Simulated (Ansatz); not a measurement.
# CaHF2: the cost of one run

Program: Ansatz 0.2.0. Level of theory: reference: DFT r2SCAN, plane waves, PAW, scalar-relativistic, no spin polarisation. These are calculated values, not measurements.

## (1) The structure to begin with

The structure is trigonal, space group R-3m (No. 166). Conventional cell: a = 3.542 Å, b = 3.542 Å, c = 14.261 Å, α = 90.00°, β = 90.00°, γ = 120.00°. Around Ca (site symmetry -3m) lie 6 F at 2.32 Å. Around H (site symmetry -3m) lie 2 F at 1.28 Å. Around F (site symmetry 3m) lie 1 H at 1.28 Å.

As a file:

```
Ca H F
1.0
     1.21247   -3.32850    0.00000
     0.00000    1.88508   -2.99925
     3.96254    3.32851    0.00000
Ca H F
1 1 2
Direct
  0.00000 0.00000 0.00000
  0.50000 0.50000 0.50000
  0.41000 0.59000 0.23000
  0.59000 0.41000 0.77000
```

## (2) Baseline

input.yaml reads:

```yaml
crystal:
  lattice:
    - [1.212467, -3.328501, 0.0]
    - [0.0, 1.885075, -2.999248]
    - [3.962536, 3.328501, 0.0]
  atoms:
    - { symbol: Ca, position: [0.0, 0.0, 0.0] }
    - { symbol: H, position: [0.5, 0.5, 0.5] }
    - { symbol: F, position: [0.41, 0.59, 0.23] }
    - { symbol: F, position: [0.59, 0.41, 0.77] }
  symmetry: { tolerance: 0.0003 }
kpoints:
  mp_grid: { grid: [6, 6, 6], shift: [0, 0, 0] }
magnetization:
  spin_polarized: false
scf:
  occupations: { method: fermi_dirac, width: 0.0181 }
hamiltonian:
  pseudopotentials: { kind: paw }
  xc: r2scan
basis:
  ecutwfc: 500
output:
  forces: true
  stress: true
  eigenvalues: true
relax:
  max_steps: 40
  cell: {}
```

Started as:

```
> ansatz run input.yaml --threads 1 --pin off --max-ram 2560MiB --backend cpu --events-out ev --progress --plain --runs-dir out
```

**Question.** How long does this run take on 1 thread of Intel Xeon 6975P-C (Granite Rapids), shared host, and how much memory does it need?

About 28 s, with a peak of 0.54 GiB.
